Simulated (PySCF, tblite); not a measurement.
# C5H13BrSi2: geometry, infrared bands and NMR shifts

What infrared bands and NMR shifts should C5H13BrSi2 (`C=C(CBr)[Si@@H](C)[SiH2]C`) show?

The runs use tblite 0.8.0 and PySCF 2.14.0, with density-fitted response routines of our own; the level of theory stands in each step. All values are computed, except where a source is named. Atoms are numbered from 0 throughout.

### Step 1. The molecule as given

21 atoms, charge 0, multiplicity 1; geometry from: force field or distance geometry start.

Bonds of the start (Å): C0–C1 1.33, C1–C2 1.50, C2–Br3 1.95, C1–Si4 1.89, Si4–C5 1.86, Si4–Si6 2.32, Si6–C7 1.84, C0–H8 1.08, C0–H9 1.10, C2–H10 1.11, C2–H11 1.09, Si4–H12 1.49, C5–H13 1.10, C5–H14 1.09, C5–H15 1.09, Si6–H16 1.49, Si6–H17 1.49, C7–H18 1.10, C7–H19 1.09, C7–H20 1.09.

### Step 2. Optimising the geometry with GFN2-xTB

Job settings and geometry (Å):

```
{"job": {"kind": "relax", "xc": "GFN2-xTB", "basis": "xTB"}, "charge": 0, "multiplicity": 1}
C     -1.514900     0.624000    -1.536000
C     -1.460200    -0.019000    -0.367500
C     -2.600700    -0.034000     0.611000
Br    -2.374700     1.410900     1.895900
Si     0.033800    -1.058800     0.136500
C      0.791400    -1.901900    -1.339500
Si     1.647700     0.290000     1.124600
C      2.035900     1.710900     0.015000
H     -0.709500     0.621300    -2.259900
H     -2.409900     1.200000    -1.805100
H     -3.565100     0.172800     0.105900
H     -2.719000    -0.969400     1.165800
H     -0.425700    -2.090700     1.104400
H      1.633000    -2.544500    -1.035600
H      0.059400    -2.523400    -1.846400
H      1.178000    -1.178700    -2.052500
H      2.876600    -0.517300     1.361700
H      1.169500     0.774400     2.447700
H      1.148000     2.336500    -0.151000
H      2.814100     2.344200     0.447700
H      2.383500     1.369600    -0.961100
```

Launch:

```bash
$ OMP_NUM_THREADS=1 python probes_run.py task.json out
```

The driver reads the jobs from task.json and runs them one after another.

**Question.** This job is followed by: GFN2-xTB harmonic vibrations, gas phase; GIAO PBE0/pcSseg-1 NMR shielding, non-relativistic, gas phase. Predict these results of the whole session: strongest single infrared mode (GFN2-xTB); zero-point energy (GFN2-xTB); 13C shifts against TMS (PBE0/pcSseg-1); 1H shifts against TMS (PBE0/pcSseg-1, means over atoms taken as alike); 79Br shifts against HBr (PBE0/pcSseg-1); 29Si shifts against TMS (PBE0/pcSseg-1).

As calculated:

| quantity | value |
| --- | --- |
| strongest single infrared mode (GFN2-xTB) | 2168 cm⁻¹, 436 km/mol |
| zero-point energy (GFN2-xTB) | 99.0 kcal/mol |
| 13C shifts against TMS (PBE0/pcSseg-1) | 157.2, 134.6, 54.6, -5.0, -9.3 ppm |
| 1H shifts against TMS (PBE0/pcSseg-1, means over atoms taken as alike) | 6.29, 5.50, 4.49, 4.46, 4.13, 3.96, 3.84, 0.26, 0.23 ppm |
| 79Br shifts against HBr (PBE0/pcSseg-1) | 384 ppm |
| 29Si shifts against TMS (PBE0/pcSseg-1) | -45.7, -76.5 ppm |

**Reading.** The optimisation took 176 steps and gained 0.217 eV; among the close pairs (by a distance rule), Si6–C7 changed most, from 1.844 to 1.902 Å. No mode is imaginary among the 57: a minimum at this level. The strongest single mode, at 2168 cm⁻¹, moves mainly H16. Unscaled tight-binding wavenumbers are off by several per cent, some by more. Its intensities can rank the bands wrongly. C2 stands next to heavy halogen, whose spin-orbit shielding this run leaves out, so the computed shift lies too far downfield, most of all for carbon beside Br or I. The most deshielded carbon is C1 (fully substituted alkene carbon), at 157.2 ppm: an sp2 carbon of a C=C bond. At PBE0/pcSseg-1: The widest tensor belongs to Br3: span 1231 ppm, with a paramagnetic part of -887 ppm. Spin-orbit coupling is left out, which matters for shieldings and couplings at and beside the heavy atoms.
